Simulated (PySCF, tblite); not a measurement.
# C6H13O2P: geometry, infrared bands and NMR shifts

What infrared bands and NMR shifts should C6H13O2P (`COCP1CCOCC1`) show?

The runs use tblite 0.8.0 and PySCF 2.14.0, with density-fitted response routines of our own; the level of theory stands in each step. All values are computed, except where a source is named. Atoms count from 0, in the outputs and in this text.

## Step 1: The molecule as given

22 atoms, charge 0, multiplicity 1; geometry from: force field or distance geometry start.

Bonds of the start (Å): C0–O1 1.39, O1–C2 1.38, C2–P3 1.87, P3–C4 1.81, C4–C5 1.51, C5–O6 1.38, O6–C7 1.39, C7–C8 1.51, C8–P3 1.85, C0–H9 1.10, C0–H10 1.11, C0–H11 1.12, C2–H12 1.11, C2–H13 1.11, C4–H14 1.12, C4–H15 1.11, C5–H16 1.10, C5–H17 1.10, C7–H18 1.12, C7–H19 1.12, C8–H20 1.12, C8–H21 1.10.

## Step 2: Relaxing the molecule with GFN2-xTB

The job: settings as JSON, then the geometry in Å.

```
{"job": {"kind": "relax", "xc": "GFN2-xTB", "basis": "xTB"}, "charge": 0, "multiplicity": 1}
C      2.842600     0.962700    -0.320700
O      2.482900    -0.371100    -0.432100
C      1.717500    -0.727100     0.659300
P      0.162700     0.310300     0.688400
C     -0.324100     0.660600    -1.020200
C     -1.621200     0.024800    -1.460800
O     -1.993400    -1.045100    -0.677200
C     -2.370700    -0.690100     0.610700
C     -1.204100    -0.584500     1.558600
H      3.457300     1.245000    -1.183300
H      3.411000     1.065500     0.630300
H      1.922100     1.600100    -0.341500
H      1.426100    -1.799600     0.580400
H      2.201500    -0.572600     1.646900
H      0.471500     0.267600    -1.706300
H     -0.394800     1.755500    -1.200500
H     -1.467700    -0.338200    -2.492600
H     -2.371800     0.834200    -1.474300
H     -3.037200     0.204000     0.635800
H     -2.994600    -1.531700     1.009900
H     -1.489300    -0.051300     2.497400
H     -0.836700    -1.600300     1.790900
```

Run with:

```bash
> OMP_NUM_THREADS=1 python probes_run.py task.json out
```

One launch serves the whole session: the jobs run in the order shown.

**Question.** This job is followed by: GFN2-xTB harmonic vibrations, gas phase; GIAO PBE0/pcSseg-1 NMR shielding, non-relativistic, gas phase. Predict these results of the whole session: strongest single infrared mode (GFN2-xTB); zero-point energy (GFN2-xTB); 13C shifts against TMS (PBE0/pcSseg-1, means over atoms taken as alike); 1H shifts against TMS (PBE0/pcSseg-1, means over atoms taken as alike); 17O shifts against H2O (PBE0/pcSseg-1); 31P shifts against H3PO4 (PBE0/pcSseg-1).

As calculated:

```
                                                               quantity                       value
                              strongest single infrared mode (GFN2-xTB)        2848 cm⁻¹, 83 km/mol
                                           zero-point energy (GFN2-xTB)              114.9 kcal/mol
13C shifts against TMS (PBE0/pcSseg-1, means over atoms taken as alike)  84.1, 70.1, 60.2, 28.9 ppm
 1H shifts against TMS (PBE0/pcSseg-1, means over atoms taken as alike)  4.03, 3.98, 3.54, 1.40 ppm
                                 17O shifts against H2O (PBE0/pcSseg-1)              52.0, 11.0 ppm
                               31P shifts against H3PO4 (PBE0/pcSseg-1)                   -90.5 ppm
```

**Reading.** The optimisation took 118 steps and gained 1.203 eV; among the close pairs (by a distance rule), P3–C4 changed most, from 1.811 to 1.862 Å. All 60 modes are real, so the xTB geometry is a minimum. GFN2-xTB is a fitted tight-binding method: band positions and strengths are rough. Its intensities can rank the bands wrongly. C2 (sp3 CH2 bonded to O and P) lies farthest downfield among carbon, at 84.1 ppm; pulled downfield by the heteroatom. H12, H13 (mean) (hydrogen on an sp3 CH2 bonded to O and P) lies farthest downfield among hydrogen, at 4.03 ppm; its carbon carries O, hence the downfield position. At PBE0/pcSseg-1: Shielding is most anisotropic at O6 (span 94 ppm, paramagnetic term -110 ppm).
